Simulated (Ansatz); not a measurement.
**GeH₃ (quartet): the correlation ladder, cc-pVTZ**

The task here is to estimate one member of a computed series from the others.

Program: Ansatz 0.2.0, Gaussian basis. Level of theory: cc-pVTZ, core rule «outside noble gas», up to 14 orbitals frozen. These are calculated values, not measurements.

Plan: UHF; CCSD(T) on ROHF; CCSD(T) on UHF; BCCD(T) on ROHF; CCSDT(Q) on ROHF; CCSDT(Q) on UHF; CASSCF and MRCISD+Q, 7 electrons in 7 orbitals; CASSCF and NEVPT2, 7 electrons in 7 orbitals.

26 further runs of the same task are left out: 1 for a mislabelled method, 2 for a known fault of the program, 6 that didn't finish, 17 set aside as unsound or not needed.

### The geometry

The geometry is a PBE0/def2-TZVP stationary point (not a proven minimum) of the parent state, kept for this charge and spin. No spin-orbit coupling is included. The filled d shell of Ge may be among the frozen orbitals whatever the setting's name suggests; the logs give the count.

4 atoms, charge 0, spin multiplicity 4.

Atoms are counted from 1 here; the program's logs count them from 0.

Bond lengths: Ge1–H2 1.539 Å, Ge1–H3 1.539 Å, Ge1–H4 1.539 Å. Angles: H2–Ge1–H3 111.2°, H2–Ge1–H4 111.2°, H3–Ge1–H4 111.2°.

The first run:

File in.yaml:

```yaml
crystal:
  periodic: [false, false, false]
  atoms:
    - {symbol: Ge, position_ang: [0.000034, -0.000003, -0.018730]}
    - {symbol: H, position_ang: [1.465006, 0.016889, 0.452573]}
    - {symbol: H, position_ang: [-0.748285, 1.261093, 0.448403]}
    - {symbol: H, position_ang: [-0.719150, -1.277779, 0.448837]}
basis:
  gaussian: {orbitals: cc-pVTZ}
magnetization: {spin_polarized: true, initial_magnetization: 3}
hamiltonian: {xc: hf}
output: {orbitals: {seedname: orbitals}}
```

Run with:

```bash
> ansatz run in.yaml --threads 1 --pin off --events-out ev --progress --plain --max-ram 2393MiB
```

Among the steps run: UHF; CCSD(T) on ROHF; CCSD(T) on UHF; BCCD(T) on ROHF; CCSDT(Q) on ROHF; CCSDT(Q) on UHF; CASSCF and MRCISD+Q, 7 electrons in 7 orbitals; CASSCF and NEVPT2, 7 electrons in 7 orbitals.

One of the session's tables, all rows but one given; the rest of the session is left out.

| method | from RCCSDT(Q) (meV) |
| --- | --- |
| ROHF | +3703.5 |
| UHF | +3613.7 |
| RMP2 | +894.1 |
| UMP2 | +885.5 |
| RCCSD | +231.6 |
| UCCSD | +218.0 |
| RCCSD(T) | ? |
| UCCSD(T) | +83.2 |
| BCCD(T) | +93.8 |
| RCCSDT | +17.5 |
| UCCSDT | +7.1 |
| RCCSDT(Q) | 0 |
| UCCSDT(Q) | -10.7 |
| CASSCF valence | +2713.0 |
| NEVPT2 valence | +812.7 |
| MRCISD valence | +281.6 |
| MRCISD+Q valence | +147.1 |

Estimate the missing values for RCCSD(T).

**Answer.** from RCCSDT(Q) (meV): +94.3. In the column «from RCCSDT(Q) (meV)» it lies between BCCD(T) (+93.8) and MRCISD+Q valence (+147.1).

To keep in mind: Restricted and unrestricted rows rest on different reference determinants; where their highest levels disagree by more than a few hundredths of an eV, they describe different states and don't form one ladder.
